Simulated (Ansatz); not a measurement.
**Cl₃GaH₂O: how energies converge with the basis set**

One table from this session's results is given with a row withheld; the runs are named, their logs left out.

Computed with Ansatz 0.2.0, Gaussian basis. Level: one geometry, several basis sets.

The runs, in order: PBE0-D4/def2-SVP; ωB97M-V/def2-SVP; PBE0-D4/def2-QZVPP; ωB97M-V/def2-QZVPP; the functionals' def2-TZVPP values are taken from earlier runs.

## The geometry

The geometry comes from an earlier relaxation with PBE0-D4 in a triple-zeta def2 set; it is a stationary point, not always the lowest conformer.

7 atoms, charge 0, spin multiplicity 1.

Atoms are counted from 1 here; the program's logs count them from 0.

Bond lengths: O1–Ga2 2.077 Å, O1–H6 0.967 Å, O1–H7 0.967 Å, Ga2–Cl3 2.129 Å, Ga2–Cl4 2.152 Å, Ga2–Cl5 2.152 Å. Angles: Ga2–O1–H6 108.7°, Ga2–O1–H7 108.7°, H6–O1–H7 107.7°, O1–Ga2–Cl3 104.4°, O1–Ga2–Cl4 95.4°, O1–Ga2–Cl5 95.4°, Cl3–Ga2–Cl4 118.1°, Cl3–Ga2–Cl5 118.1°, Cl4–Ga2–Cl5 117.4°.

The first run:

File in.yaml:

```yaml
crystal:
  periodic: [false, false, false]
  atoms:
    - {symbol: O, position_ang: [-0.635770, 0.529887, 0.907932]}
    - {symbol: Ga, position_ang: [0.528858, -0.539090, -0.439477]}
    - {symbol: Cl, position_ang: [1.439776, -2.062103, 0.737218]}
    - {symbol: Cl, position_ang: [-1.104862, -1.093182, -1.725411]}
    - {symbol: Cl, position_ang: [1.737269, 1.137295, -1.038784]}
    - {symbol: H, position_ang: [-1.555145, 0.506168, 0.610644]}
    - {symbol: H, position_ang: [-0.348825, 1.452826, 0.902278]}
basis:
  gaussian: {orbitals: def2-SVP}
hamiltonian: {xc: pbe0, dispersion: d4}
output: {orbitals: {seedname: orbitals}}
```

The run is started by

```sh
> ansatz run in.yaml --threads 4 --pin off --events-out ev --progress --plain --max-ram 10444MiB
```

Steps of the session up to this table: PBE0-D4 in def2-SVP; ωB97M-V in def2-SVP; PBE0-D4 in def2-QZVPP; ωB97M-V in def2-QZVPP.

One of the session's tables, all rows but one given; the rest of the session is left out.

It belongs to the step «Functionals by basis». 

| functional | basis | HOMO (eV) |
| --- | --- | --- |
| PBE0-D4 | def2-SVP | -8.66 |
| PBE0-D4 | def2-TZVPP | -8.86 |
| PBE0-D4 | def2-QZVPP | -8.91 |
| ωB97M-V | def2-SVP | ? |
| ωB97M-V | def2-TZVPP | -11.13 |
| ωB97M-V | def2-QZVPP | -11.20 |

Q: Estimate the row for ωB97M-V, def2-SVP from the others.

The run gave: HOMO (eV): -10.86. In the column «HOMO (eV)» it lies between ωB97M-V, def2-TZVPP (-11.13) and PBE0-D4, def2-QZVPP (-8.91).
